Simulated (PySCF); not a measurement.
# C₃H₇BClP: NMR shifts at several levels of theory

Aim: compute the NMR shifts of C₃H₇BClP (`C=C(Cl)CBP`) at several levels, and see how far they spread and what each costs.

The runs use PySCF 2.14.0, with density-fitted response routines of our own; the level of theory stands in each step. All values are computed, except where a source is named. Atoms count from 0, in the outputs and in this text.

## 1. The molecule as given

13 atoms, charge 0, multiplicity 1; geometry from: PBE0-D3(BJ)/def2-SVP.

Bonds of the start (Å): C0–C1 1.33, C1–Cl2 1.75, C1–C3 1.49, C3–B4 1.57, B4–P5 1.88, C0–H6 1.09, C0–H7 1.09, C3–H8 1.11, C3–H9 1.11, B4–H10 1.21, P5–H11 1.42, P5–H12 1.42.

## 2. Shielding tensors: PBE0/6-31G*

The job: settings as JSON, then the geometry in Å.

```
{"job": {"kind": "nmr", "xc": "PBE0", "basis": "6-31G*", "pop": true}, "charge": 0, "multiplicity": 1}
C     -1.922632    -0.903169     0.659558
C     -0.926282    -0.068900     0.957065
Cl    -0.121802    -0.202436     2.503027
C     -0.362096     0.999365     0.082710
B      1.107064     0.820011    -0.455586
P      2.320534    -0.504735     0.091823
H     -2.426723    -0.816680    -0.305714
H     -2.253622    -1.675037     1.355646
H     -1.011281     1.141744    -0.800250
H     -0.385303     1.973734     0.609467
H      1.538735     1.677651    -1.193132
H      1.500498    -1.657779     0.219503
H      2.952292    -0.799944    -1.146663
```

With the program's defaults for keys left out, this is: GIAO PBE0/6-31G* NMR shielding, non-relativistic, gas phase.

On the command line:

```console
$ OMP_NUM_THREADS=1 python probes_run.py task.json out
```

The driver reads the jobs from task.json and runs them one after another.

The program printed:

```text
coarse grid: 11936 points
cycle   1  E = -944.4152231691  dE =  4.940e-01  |g| = 3.553e-01  |ddm| = 3.318e+00
cycle   2  E = -944.4115071519  dE =  3.716e-03  |g| = 3.972e-01  |ddm| = 7.346e-01
cycle   3  E = -944.4496248711  dE = -3.812e-02  |g| = 9.101e-02  |ddm| = 3.779e-01
cycle   4  E = -944.4517765193  dE = -2.152e-03  |g| = 2.504e-02  |ddm| = 1.164e-01
cycle   5  E = -944.4519312035  dE = -1.547e-04  |g| = 7.812e-03  |ddm| = 3.515e-02
cycle   6  E = -944.4519494651  dE = -1.826e-05  |g| = 1.423e-03  |ddm| = 1.194e-02
cycle   7  E = -944.4519501178  dE = -6.528e-07  |g| = 3.456e-04  |ddm| = 2.328e-03
final grid: 106112 points
cycle   8  E = -944.3925048035  dE = -1.932e-05  |g| = 6.347e-03  |ddm| = 2.112e-02
cycle   9  E = -944.3924989104  dE =  5.893e-06  |g| = 7.811e-03  |ddm| = 1.646e-02
cycle  10  E = -944.3925166963  dE = -1.779e-05  |g| = 1.253e-03  |ddm| = 1.014e-02
cycle  11  E = -944.3925170933  dE = -3.970e-07  |g| = 2.691e-04  |ddm| = 1.407e-03
cycle  12  E = -944.3925171124  dE = -1.916e-08  |g| = 7.020e-05  |ddm| = 3.714e-04
cycle  13  E = -944.3925171139  dE = -1.481e-09  |g| = 1.352e-05  |ddm| = 1.018e-04
cycle  14  E = -944.3925171140  dE = -4.525e-11  |g| = 3.825e-06  |ddm| = 2.013e-05
converged SCF energy = -944.3925171140

GIAO shielding tensors (ppm)
atom      isotropic    diamagn.    paramagn.     s11        s22        s33       span
  0 C       85.071     259.066    -173.995     -8.517    110.742    152.986    161.503
  1 C       53.515     254.915    -201.400    -43.541     81.783    122.303    165.844
  2 Cl     719.472    1147.038    -427.565    543.743    623.272    991.401    447.658
  3 C      151.429     247.750     -96.321    132.793    158.908    162.587     29.795
  4 B       27.448     194.924    -167.476    -66.945     13.333    135.954    202.899
  5 P      518.763     969.075    -450.312    440.112    517.121    599.054    158.942
  6 H       26.847      31.884      -5.037     23.814     25.449     31.278      7.465
  7 H       26.845      29.943      -3.099     23.425     25.103     32.005      8.580
  8 H       29.187      30.645      -1.457     24.459     28.893     34.210      9.751
  9 H       29.292      28.605       0.687     25.100     28.520     34.255      9.155
 10 H       23.452      29.219      -5.767     17.561     26.316     26.479      8.918
 11 H       28.388      30.855      -2.467     22.931     29.390     32.842      9.911
 12 H       28.749      29.603      -0.854     24.118     26.267     35.863     11.745
```

Run time: 17 s. Hardware: 1 thread of Arm Neoverse N1, shared host; peak memory 0.61 GiB.

Shifts follow as δ = σ(reference) − σ, with reference shieldings (ppm) from runs at the same level and on the same kind of geometry: ¹H TMS 31.96, ¹³C TMS 194.1, ³¹P H3PO4 376.2, ¹¹B BF3·OEt2 112.3, ³⁵Cl HCl 930. The references are single molecules in the gas phase, so shifts against H2O, NH3, PH3, H3PO4 or CFCl3 are not on the usual liquid scales and can be off by tens of ppm. Atoms listed in one row are averaged.

```
   atoms                                   environment  σ (ppm)  δ (ppm)
      C1  fully substituted alkene carbon bonded to Cl     53.5    140.6
      C0                          terminal =CH2 carbon     85.1    109.1
      C3                   allylic sp3 CH2 bonded to B    151.4     42.7
     H10            hydrogen on a boron bonded to C, P    23.45     8.51
      H7            hydrogen on a terminal =CH2 carbon    26.84     5.12
      H6            hydrogen on a terminal =CH2 carbon    26.85     5.12
H11, H12          hydrogen on a phosphorus bonded to B    28.57     3.39
  H8, H9    hydrogen on an allylic sp3 CH2 bonded to B    29.24     2.72
     Cl2                          chlorine bonded to C      719      210
      B4                       boron bonded to C, P, H     27.4     84.8
      P5                   phosphorus bonded to B, 2 H    518.8   -142.5
```

The run also stored atomic charges by several schemes (e):

```
atoms  Mulliken    IAO  Hirshfeld  ESP fit
   C0     -0.40  -0.33      -0.11    -0.52
   C1     -0.03   0.02       0.03     0.16
  Cl2     -0.01  -0.06      -0.05    -0.09
   C3     -0.50  -0.40      -0.12    -0.43
   B4      0.10  -0.03       0.10     0.28
   P5     -0.11   0.12      -0.01    -0.33
```

Mayer bond orders: C0–C1 1.90, C1–Cl2 1.03, C1–C3 1.01, C3–B4 1.00, B4–P5 1.23.

## 3. NMR shieldings: PBE0/6-311+G(2d,p)

Settings changed since step 2:

```diff
@@ -1,2 +1,2 @@
-{"job": {"kind": "nmr", "xc": "PBE0", "basis": "6-31G*", "pop": true}, "charge": 0, "multiplicity": 1}
+{"job": {"kind": "nmr", "xc": "PBE0", "basis": "6-311+G(2d,p)", "pop": true}, "charge": 0, "multiplicity": 1}
 C     -1.922632    -0.903169     0.659558
```

Level: GIAO PBE0/6-311+G(2d,p) NMR shielding, non-relativistic, gas phase.

The program printed:

```text
coarse grid: 11936 points
cycle   1  E = -944.4599831789  dE =  4.509e-01  |g| = 3.805e-01  |ddm| = 3.554e+00
cycle   2  E = -944.4537463564  dE =  6.237e-03  |g| = 4.109e-01  |ddm| = 1.041e+00
cycle   3  E = -944.4923151558  dE = -3.857e-02  |g| = 9.927e-02  |ddm| = 5.409e-01
cycle   4  E = -944.4943666292  dE = -2.051e-03  |g| = 4.548e-02  |ddm| = 2.043e-01
cycle   5  E = -944.4948935517  dE = -5.269e-04  |g| = 8.774e-03  |ddm| = 1.030e-01
cycle   6  E = -944.4949147620  dE = -2.121e-05  |g| = 2.728e-03  |ddm| = 2.789e-02
cycle   7  E = -944.4949165931  dE = -1.831e-06  |g| = 6.026e-04  |ddm| = 7.371e-03
final grid: 106112 points
cycle   8  E = -944.4996227638  dE = -4.307e-05  |g| = 6.539e-03  |ddm| = 1.076e-01
cycle   9  E = -944.4996171623  dE =  5.601e-06  |g| = 7.741e-03  |ddm| = 1.920e-02
cycle  10  E = -944.4996329391  dE = -1.578e-05  |g| = 1.513e-03  |ddm| = 1.752e-02
cycle  11  E = -944.4996334951  dE = -5.561e-07  |g| = 3.332e-04  |ddm| = 3.758e-03
cycle  12  E = -944.4996335193  dE = -2.411e-08  |g| = 1.257e-04  |ddm| = 7.257e-04
cycle  13  E = -944.4996335235  dE = -4.246e-09  |g| = 2.233e-05  |ddm| = 3.053e-04
cycle  14  E = -944.4996335236  dE = -1.210e-10  |g| = 5.675e-06  |ddm| = 6.110e-05
converged SCF energy = -944.4996335236

GIAO shielding tensors (ppm)
atom      isotropic    diamagn.    paramagn.     s11        s22        s33       span
  0 C       71.753     261.965    -190.212    -31.269    101.872    144.656    175.925
  1 C       31.504     249.026    -217.522    -79.959     63.842    110.629    190.588
  2 Cl     668.385    1146.476    -478.091    463.371    582.756    959.026    495.655
  3 C      139.866     245.610    -105.744    120.188    147.207    152.205     32.017
  4 B       13.021     194.077    -181.056    -88.279     -2.026    129.366    217.645
  5 P      478.847     968.070    -489.223    381.457    480.550    574.534    193.077
  6 H       26.323      33.351      -7.028     23.276     25.115     30.578      7.302
  7 H       26.156      30.913      -4.757     22.899     24.456     31.113      8.215
  8 H       28.462      31.084      -2.622     23.989     28.039     33.359      9.370
  9 H       28.557      29.911      -1.354     24.444     27.832     33.394      8.950
 10 H       22.920      30.328      -7.408     16.467     25.798     26.496     10.029
 11 H       27.804      30.062      -2.257     22.658     28.659     32.096      9.438
 12 H       28.122      29.251      -1.129     23.614     25.672     35.079     11.464
```

Wall time 43 s (1 thread of Arm Neoverse N1, shared host); peak memory 0.93 GiB.

In short: δ C1 154.9, C0 114.7, C3 46.6, Cl2 280, H10 8.59, H7 5.35 ppm.

## 4. Nuclear shieldings: PBE0/def2-SVP

Settings changed since step 3:

```diff
@@ -1,2 +1,2 @@
-{"job": {"kind": "nmr", "xc": "PBE0", "basis": "6-311+G(2d,p)", "pop": true}, "charge": 0, "multiplicity": 1}
+{"job": {"kind": "nmr", "xc": "PBE0", "basis": "def2-SVP", "pop": true}, "charge": 0, "multiplicity": 1}
 C     -1.922632    -0.903169     0.659558
```

With the program's defaults for keys left out, this is: GIAO PBE0/def2-SVP NMR shielding, non-relativistic, gas phase.

The program printed:

```text
coarse grid: 11936 points
cycle   1  E = -943.9484375011  dE =  4.326e-01  |g| = 3.367e-01  |ddm| = 3.652e+00
cycle   2  E = -943.9403695739  dE =  8.068e-03  |g| = 4.019e-01  |ddm| = 7.668e-01
cycle   3  E = -943.9787150788  dE = -3.835e-02  |g| = 8.829e-02  |ddm| = 4.039e-01
cycle   4  E = -943.9807122755  dE = -1.997e-03  |g| = 2.572e-02  |ddm| = 1.222e-01
cycle   5  E = -943.9808763869  dE = -1.641e-04  |g| = 8.124e-03  |ddm| = 3.647e-02
cycle   6  E = -943.9808958242  dE = -1.944e-05  |g| = 1.336e-03  |ddm| = 1.263e-02
cycle   7  E = -943.9808963885  dE = -5.643e-07  |g| = 4.290e-04  |ddm| = 2.482e-03
final grid: 106112 points
cycle   8  E = -944.0853408222  dE = -2.186e-05  |g| = 5.810e-03  |ddm| = 2.498e-02
cycle   9  E = -944.0853358333  dE =  4.989e-06  |g| = 7.138e-03  |ddm| = 1.502e-02
cycle  10  E = -944.0853504049  dE = -1.457e-05  |g| = 1.195e-03  |ddm| = 9.273e-03
cycle  11  E = -944.0853507649  dE = -3.600e-07  |g| = 2.542e-04  |ddm| = 1.432e-03
cycle  12  E = -944.0853507818  dE = -1.692e-08  |g| = 6.745e-05  |ddm| = 3.732e-04
cycle  13  E = -944.0853507831  dE = -1.290e-09  |g| = 1.463e-05  |ddm| = 1.051e-04
cycle  14  E = -944.0853507831  dE = -5.639e-11  |g| = 4.301e-06  |ddm| = 2.067e-05
converged SCF energy = -944.0853507831

GIAO shielding tensors (ppm)
atom      isotropic    diamagn.    paramagn.     s11        s22        s33       span
  0 C       84.068     252.672    -168.604    -12.324    109.015    155.514    167.838
  1 C       45.891     256.600    -210.709    -56.021     71.258    122.435    178.456
  2 Cl     725.126    1146.383    -421.258    551.160    654.241    969.976    418.817
  3 C      150.483     244.139     -93.656    130.556    158.887    162.006     31.450
  4 B       22.854     197.111    -174.257    -76.368      8.192    136.739    213.107
  5 P      542.140     965.254    -423.114    455.126    542.769    628.524    173.398
  6 H       26.306      32.201      -5.895     23.157     24.971     30.789      7.632
  7 H       26.209      29.764      -3.555     22.755     24.332     31.539      8.784
  8 H       28.615      30.855      -2.240     24.020     27.982     33.843      9.824
  9 H       28.629      27.677       0.951     24.289     27.871     33.725      9.436
 10 H       22.905      29.796      -6.891     16.540     26.002     26.174      9.634
 11 H       27.871      30.878      -3.007     22.566     28.774     32.272      9.706
 12 H       28.226      28.981      -0.755     23.596     25.696     35.387     11.791
```

It took 18 s on 1 thread of Arm Neoverse N1, shared host; peak memory 0.67 GiB.

Key values: δ C1 147.8, C0 109.7, C3 43.2, Cl2 243, H10 8.44, H7 5.13 ppm.

## 5. Nuclear shieldings: PBE0/def2-TZVP

Settings changed since step 4:

```diff
@@ -1,2 +1,2 @@
-{"job": {"kind": "nmr", "xc": "PBE0", "basis": "def2-SVP", "pop": true}, "charge": 0, "multiplicity": 1}
+{"job": {"kind": "nmr", "xc": "PBE0", "basis": "def2-TZVP", "pop": true}, "charge": 0, "multiplicity": 1}
 C     -1.922632    -0.903169     0.659558
```

Method: GIAO PBE0/def2-TZVP NMR shielding, non-relativistic, gas phase.

The program printed:

```text
coarse grid: 11936 points
cycle   1  E = -944.4845967503  dE =  4.704e-01  |g| = 3.694e-01  |ddm| = 2.695e+00
cycle   2  E = -944.4795716182  dE =  5.025e-03  |g| = 4.085e-01  |ddm| = 6.474e-01
cycle   3  E = -944.5179889647  dE = -3.842e-02  |g| = 9.107e-02  |ddm| = 3.191e-01
cycle   4  E = -944.5197781095  dE = -1.789e-03  |g| = 4.089e-02  |ddm| = 1.042e-01
cycle   5  E = -944.5201881682  dE = -4.101e-04  |g| = 8.997e-03  |ddm| = 3.795e-02
cycle   6  E = -944.5202106519  dE = -2.248e-05  |g| = 2.696e-03  |ddm| = 1.173e-02
cycle   7  E = -944.5202123736  dE = -1.722e-06  |g| = 6.126e-04  |ddm| = 3.018e-03
final grid: 106112 points
cycle   8  E = -944.5123443741  dE = -4.762e-05  |g| = 7.003e-03  |ddm| = 5.570e-02
cycle   9  E = -944.5123386422  dE =  5.732e-06  |g| = 7.919e-03  |ddm| = 1.269e-02
cycle  10  E = -944.5123547155  dE = -1.607e-05  |g| = 1.751e-03  |ddm| = 7.803e-03
cycle  11  E = -944.5123554464  dE = -7.308e-07  |g| = 3.972e-04  |ddm| = 1.538e-03
cycle  12  E = -944.5123554817  dE = -3.531e-08  |g| = 1.255e-04  |ddm| = 3.714e-04
cycle  13  E = -944.5123554858  dE = -4.113e-09  |g| = 2.524e-05  |ddm| = 1.463e-04
cycle  14  E = -944.5123554859  dE = -1.610e-10  |g| = 6.183e-06  |ddm| = 2.697e-05
converged SCF energy = -944.5123554859

GIAO shielding tensors (ppm)
atom      isotropic    diamagn.    paramagn.     s11        s22        s33       span
  0 C       71.083     255.767    -184.684    -32.405    101.329    144.325    176.731
  1 C       29.601     249.764    -220.163    -82.706     60.836    110.672    193.378
  2 Cl     647.978    1145.884    -497.906    439.448    553.480    951.005    511.557
  3 C      139.751     244.348    -104.597    119.045    147.720    152.488     33.442
  4 B       11.356     192.616    -181.259    -92.742     -3.877    130.688    223.430
  5 P      464.948     966.349    -501.400    368.304    465.468    561.072    192.768
  6 H       26.267      31.394      -5.127     23.179     25.091     30.530      7.351
  7 H       26.127      29.768      -3.641     22.782     24.506     31.095      8.313
  8 H       28.421      30.392      -1.971     23.955     28.030     33.280      9.325
  9 H       28.594      28.298       0.296     24.504     27.894     33.384      8.881
 10 H       22.876      29.593      -6.716     16.264     25.820     26.545     10.281
 11 H       27.770      31.051      -3.281     22.695     28.741     31.872      9.177
 12 H       28.096      29.520      -1.424     23.672     25.754     34.863     11.191
```

Run time: 51 s. Hardware: 1 thread of Arm Neoverse N1, shared host; peak memory 0.97 GiB.

In short: δ C1 157.1, C0 115.6, C3 46.9, Cl2 285, H10 8.60, H7 5.35 ppm.

## 6. Shielding tensors: PBE0/cc-pVDZ

Settings changed since step 5:

```diff
@@ -1,2 +1,2 @@
-{"job": {"kind": "nmr", "xc": "PBE0", "basis": "def2-TZVP", "pop": true}, "charge": 0, "multiplicity": 1}
+{"job": {"kind": "nmr", "xc": "PBE0", "basis": "cc-pVDZ", "pop": true}, "charge": 0, "multiplicity": 1}
 C     -1.922632    -0.903169     0.659558
```

Method: GIAO PBE0/cc-pVDZ NMR shielding, non-relativistic, gas phase.

The program printed:

```text
coarse grid: 11936 points
cycle   1  E = -944.3981499095  dE =  5.205e-01  |g| = 3.397e-01  |ddm| = 6.462e+00
cycle   2  E = -944.3916482034  dE =  6.502e-03  |g| = 3.971e-01  |ddm| = 1.367e+00
cycle   3  E = -944.4291681688  dE = -3.752e-02  |g| = 8.855e-02  |ddm| = 6.695e-01
cycle   4  E = -944.4311873674  dE = -2.019e-03  |g| = 2.529e-02  |ddm| = 1.758e-01
cycle   5  E = -944.4313456467  dE = -1.583e-04  |g| = 8.084e-03  |ddm| = 5.010e-02
cycle   6  E = -944.4313653393  dE = -1.969e-05  |g| = 1.407e-03  |ddm| = 1.808e-02
cycle   7  E = -944.4313659802  dE = -6.409e-07  |g| = 4.034e-04  |ddm| = 3.724e-03
final grid: 106112 points
cycle   8  E = -944.4521608043  dE = -1.798e-05  |g| = 6.458e-03  |ddm| = 5.253e-02
cycle   9  E = -944.4521532692  dE =  7.535e-06  |g| = 8.235e-03  |ddm| = 2.778e-02
cycle  10  E = -944.4521727762  dE = -1.951e-05  |g| = 1.364e-03  |ddm| = 1.556e-02
cycle  11  E = -944.4521732440  dE = -4.678e-07  |g| = 2.760e-04  |ddm| = 2.295e-03
cycle  12  E = -944.4521732646  dE = -2.059e-08  |g| = 6.723e-05  |ddm| = 5.662e-04
cycle  13  E = -944.4521732660  dE = -1.348e-09  |g| = 1.552e-05  |ddm| = 1.572e-04
cycle  14  E = -944.4521732661  dE = -6.889e-11  |g| = 4.214e-06  |ddm| = 3.657e-05
converged SCF energy = -944.4521732661

GIAO shielding tensors (ppm)
atom      isotropic    diamagn.    paramagn.     s11        s22        s33       span
  0 C       85.549     255.063    -169.515    -11.636    112.403    155.878    167.514
  1 C       46.988     254.224    -207.236    -54.134     73.964    121.135    175.269
  2 Cl     719.198    1147.985    -428.786    542.582    634.211    980.802    438.220
  3 C      151.148     243.940     -92.793    131.468    158.736    163.239     31.771
  4 B       25.385     197.848    -172.463    -72.060     11.066    137.150    209.210
  5 P      539.024     968.416    -429.393    450.217    542.383    624.470    174.253
  6 H       26.151      32.275      -6.124     23.001     24.868     30.585      7.585
  7 H       26.094      29.551      -3.457     22.599     24.344     31.339      8.740
  8 H       28.428      30.550      -2.122     23.918     27.953     33.413      9.494
  9 H       28.502      27.477       1.025     24.310     27.729     33.467      9.157
 10 H       22.779      29.691      -6.911     16.454     25.753     26.131      9.677
 11 H       27.800      30.922      -3.122     22.526     28.690     32.183      9.656
 12 H       28.143      29.031      -0.888     23.568     25.618     35.244     11.676
```

Wall time 20 s (1 thread of Arm Neoverse N1, shared host); peak memory 0.72 GiB.

This run: δ C1 149.8, C0 111.2, C3 45.6, Cl2 241, H10 8.51, H7 5.20 ppm.

## 7. Nuclear shieldings: PBE0/cc-pVTZ

Settings changed since step 6:

```diff
@@ -1,2 +1,2 @@
-{"job": {"kind": "nmr", "xc": "PBE0", "basis": "cc-pVDZ", "pop": true}, "charge": 0, "multiplicity": 1}
+{"job": {"kind": "nmr", "xc": "PBE0", "basis": "cc-pVTZ", "pop": true}, "charge": 0, "multiplicity": 1}
 C     -1.922632    -0.903169     0.659558
```

Level: GIAO PBE0/cc-pVTZ NMR shielding, non-relativistic, gas phase.

The program printed:

```text
coarse grid: 11936 points
cycle   1  E = -944.4746608548  dE =  4.774e-01  |g| = 3.651e-01  |ddm| = 6.849e+00
cycle   2  E = -944.4691518227  dE =  5.509e-03  |g| = 4.120e-01  |ddm| = 1.281e+00
cycle   3  E = -944.5081456529  dE = -3.899e-02  |g| = 8.983e-02  |ddm| = 6.697e-01
cycle   4  E = -944.5099475183  dE = -1.802e-03  |g| = 3.750e-02  |ddm| = 1.782e-01
cycle   5  E = -944.5102923242  dE = -3.448e-04  |g| = 9.299e-03  |ddm| = 5.891e-02
cycle   6  E = -944.5103171607  dE = -2.484e-05  |g| = 2.075e-03  |ddm| = 1.751e-02
cycle   7  E = -944.5103182521  dE = -1.091e-06  |g| = 6.414e-04  |ddm| = 4.279e-03
final grid: 106112 points
cycle   8  E = -944.5200876961  dE = -5.742e-05  |g| = 6.797e-03  |ddm| = 8.743e-02
cycle   9  E = -944.5200817902  dE =  5.906e-06  |g| = 7.977e-03  |ddm| = 2.499e-02
cycle  10  E = -944.5200985990  dE = -1.681e-05  |g| = 1.615e-03  |ddm| = 1.385e-02
cycle  11  E = -944.5200992402  dE = -6.412e-07  |g| = 3.669e-04  |ddm| = 2.389e-03
cycle  12  E = -944.5200992696  dE = -2.934e-08  |g| = 1.307e-04  |ddm| = 6.874e-04
cycle  13  E = -944.5200992742  dE = -4.643e-09  |g| = 2.350e-05  |ddm| = 2.306e-04
cycle  14  E = -944.5200992743  dE = -1.346e-10  |g| = 6.394e-06  |ddm| = 4.649e-05
converged SCF energy = -944.5200992743

GIAO shielding tensors (ppm)
atom      isotropic    diamagn.    paramagn.     s11        s22        s33       span
  0 C       72.244     253.975    -181.732    -30.560    102.693    144.597    175.157
  1 C       32.005     249.600    -217.595    -79.183     63.294    111.903    191.087
  2 Cl     688.462    1146.421    -457.959    495.551    602.009    967.826    472.274
  3 C      140.314     241.572    -101.258    120.079    148.041    152.822     32.743
  4 B       12.795     193.526    -180.731    -90.342     -2.430    131.159    221.501
  5 P      495.354     970.753    -475.399    399.052    498.155    588.854    189.802
  6 H       26.094      31.247      -5.154     22.999     24.889     30.392      7.393
  7 H       25.957      29.889      -3.933     22.617     24.295     30.957      8.340
  8 H       28.242      30.153      -1.911     23.740     27.775     33.212      9.472
  9 H       28.406      28.211       0.194     24.241     27.663     33.313      9.071
 10 H       22.827      29.460      -6.633     16.202     25.691     26.588     10.386
 11 H       27.728      30.521      -2.793     22.615     28.664     31.905      9.291
 12 H       28.061      29.216      -1.156     23.605     25.669     34.908     11.304
```

Run time: 70 s. Hardware: 1 thread of Arm Neoverse N1, shared host; peak memory 1 GiB.

This run: δ C1 155.3, C0 115.0, C3 47.0, Cl2 264, H10 8.46, H7 5.33 ppm.

(Part 1 of 2 ends here.)
